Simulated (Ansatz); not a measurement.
The same calculation of PbF2, space group Fm-3m as a Python script and as an input file (the Ansatz DFT code, driven from Python).

Notebook, run cell by cell (the value of a cell's last expression is shown):

In [1]:
```python
from pathlib import Path

import ansatz as az
import matplotlib.pyplot as plt
import numpy as np
```

In [2]:
```python
lattice = az.Lattice.of(
    (0.0, 2.96366, 2.96366),
    (2.96366, 0.0, 2.96366),
    (2.96366, 2.96366, 0.0),
)
sites = [
    ("Pb", (0.0, 0.0, 0.0)),
    ("F", (0.25, 0.25, 0.25)),
    ("F", (0.75, 0.75, 0.75)),
]
structure = az.Crystal(lattice=lattice)
for symbol, position in sites:
    structure = structure.atom(symbol, position)
```

In [3]:
```python
[site.symbol for site in structure.resolved().sites]
```
Out [3]:
```text
['Pb', 'F', 'F']
```

In [4]:
```python
model = (
    structure.calculation()
    .occupations(az.OccupationsMethod.FIXED)
    .basis(450)
    .kpoints(6, 6, 6)
    .functional("pbe")
    .compute(populations=True, density=True, stress=True, band_table=True)
)
res = model.run()
rep = res.report

rep["n_iterations"], rep["closed_by"]
```
Out [4]:
```text
(6, 'deck_thresholds')
```

In [5]:
```python
rep["converged"], rep["free_energy_ev"]
```
Out [5]:
```text
(True, -13524.704097593012)
```

In [6]:
```python
print(f"free energy      {rep['free_energy_ev']:.5f} eV")
print(f"per atom         {rep['free_energy_ev'] / len(res.lattice.sites):.5f} eV")
print(f"SCF iterations   {rep['n_iterations']}  (converged: {rep['converged']})")
```
```text
free energy      -13524.70410 eV
per atom         -4508.23470 eV
SCF iterations   6  (converged: True)
```

In [7]:
```python
files = Path(res.write_results("tables"))
print((files / "populations.tsv").read_text())
```
```text
# site	symbol	l	j	q
# orbitals = lowdin
# n_electrons = 28.000000
# spilling = 0.002846
0	Pb	0_6S	-	1.941775
0	Pb	1_6P	-	0.903835
0	Pb	2_5D	-	9.997805
1	F	0_2S	-	1.916611
1	F	1_2P	-	5.621840
2	F	0_2S	-	1.916611
2	F	1_2P	-	5.621840
```

In [8]:
```python
field = sum(channel.density_e_per_ang3 for channel in res.density().channels[:2])
fig, ax = plt.subplots(figsize=(4, 3.4))
shown = ax.imshow(np.log10(np.clip(field[:, :, 0].T, 1e-3, None)), origin="lower", extent=(0, 1, 0, 1))
fig.colorbar(shown, label="log10 density (e/A^3)")
ax.set(xlabel="fraction of grid vector 1", ylabel="fraction of grid vector 2")
fig.savefig("density_plane.png", dpi=100)
print(f"plane through the origin: {field[:, :, 0].min():.4f} to {field[:, :, 0].max():.4f} e/A^3")
```
```text
plane through the origin: 0.0615 to 10.2190 e/A^3
```

In [9]:
```python
principal = np.linalg.eigvalsh(np.array(rep["stress_gpa"]))
mises = np.sqrt(0.5 * sum((principal[i] - principal[i - 1]) ** 2 for i in range(3)))
print("principal stresses (GPa, compression positive):", np.round(principal, 3))
print(f"mean {principal.mean():.3f} GPa, von Mises {mises:.3f} GPa, PV = {principal.mean() * rep['setup']['cell_volume_ang3'] / 160.21766:.4f} eV")
```
```text
principal stresses (GPa, compression positive): [2.698 2.698 2.698]
mean 2.698 GPa, von Mises 0.000 GPa, PV = 0.8768 eV
```

In [10]:
```python
levels = np.array(rep["eigenvalues_ev"])
filled = round(rep["n_electrons"] / 2)
top, bottom = levels[:, filled - 1], levels[:, filled]
print("top of band", filled, "at k =", rep["kpoints_frac"][top.argmax()], f"{top.max():.4f} eV")
print("bottom of band", filled + 1, "at k =", rep["kpoints_frac"][bottom.argmin()], f"{bottom.min():.4f} eV")
print(f"gap by band count {bottom.min() - top.max():.3f} eV, least direct gap {(bottom - top).min():.3f} eV")
```
```text
top of band 14 at k = [0.16666666666666666, 0.3333333333333333, -0.33333333333333337] 5.0078 eV
bottom of band 15 at k = [0.0, -0.5, -0.5] 9.4497 eV
gap by band count 4.442 eV, least direct gap 4.565 eV
```

`input.yaml`:
```yaml
crystal:
  lattice:
    - [0.0, 2.96366, 2.96366]
    - [2.96366, 0.0, 2.96366]
    - [2.96366, 2.96366, 0.0]
  atoms:
    - { symbol: Pb, position: [0.0, 0.0, 0.0] }
    - { symbol: F, position: [0.25, 0.25, 0.25] }
    - { symbol: F, position: [0.75, 0.75, 0.75] }
basis:
  ecutwfc: 450.0
kpoints:
  mp_grid:
    grid: [6, 6, 6]
hamiltonian:
  xc: pbe
scf:
  occupations:
    method: fixed
output:
  write_density: true
  populations: true
  stress: true
  eigenvalues: true
```

Notes:
- Absolute energies stand on the zero of these potentials, so only differences at equal settings mean something.
- Spin-orbit coupling, left out here, can change this gap by several tenths of an eV, and inverted bands can meet off the mesh.
- Of the deposited cell: the entry's cell lengths or inner coordinates differ somewhat from later room-temperature determinations.
- Grid values close to the nuclei reflect the PAW or pseudopotential construction, not the all-electron fields.
- The starting cell is as deposited in a crystallographic database; the results hold for this polymorph, which needn't be the stable one.
- Gaps and levels are Kohn-Sham values on a finite set of k-points, without spin-orbit coupling.
- It ran for 2.9 s on 1 thread of Arm Neoverse V1, on a shared host, peak memory 0.4 GiB.

(Lines on the test bed's own set-up are left out of the output.)
